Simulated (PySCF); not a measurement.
# CH10BNOSi: the cost of one run

Programs: PySCF 2.14.0, with density-fitted response routines of our own. Each step states its level of theory. These are calculated values for one molecule in the gas phase, unless marked as measured. Atoms are numbered from 0 throughout.

### 1 The starting structure

15 atoms, charge 0, multiplicity 1; geometry from: GFN2-xTB. The atoms were then displaced at random by about 0.01 Å, so the start is not that level's minimum.

Bonds of the start (Å): B0–N1 1.68, N1–C2 1.46, C2–O3 1.34, O3–Si4 1.66, B0–H5 1.17, B0–H6 1.17, B0–H7 1.22, N1–H8 1.02, N1–H9 1.03, C2–H10 1.09, C2–H11 1.10, Si4–H12 1.47, Si4–H13 1.45, Si4–H14 1.46.

### 2 Relaxing the molecule at PBE0-D3(BJ)/def2-SVP

The job: settings as JSON, then the geometry in Å.

```
{"job": {"xc": "PBE0", "basis": "def2-SVP", "d3": "d3bj", "grid": 1, "shake": 0.01, "kind": "geom"}, "charge": 0, "multiplicity": 1}
B      2.516140    -0.102670     0.216960
N      0.953860    -0.128950     0.824610
C     -0.088700     0.034600    -0.190390
O     -1.290620    -0.011640     0.408320
Si    -2.797360     0.110420    -0.289280
H      3.201310    -0.218810     1.153710
H      2.572020    -0.975690    -0.566920
H      2.625150     0.997770    -0.302050
H      0.850120    -1.012320     1.318930
H      0.887850     0.611820     1.531580
H      0.036850    -0.766360    -0.913610
H      0.093300     1.000410    -0.676330
H     -3.629940    -0.016460     0.910940
H     -3.008580    -0.941970    -1.259430
H     -2.936740     1.402480    -0.944070
```

On the command line:

```bash
OMP_NUM_THREADS=1 python probes_run.py task.json out
```

This one command runs all jobs of the session in turn.

Q: Estimate the wall time and peak memory of this first job on 1 thread of Arm Neoverse V1, shared host.

About 39 s, with a peak of 0.51 GiB.
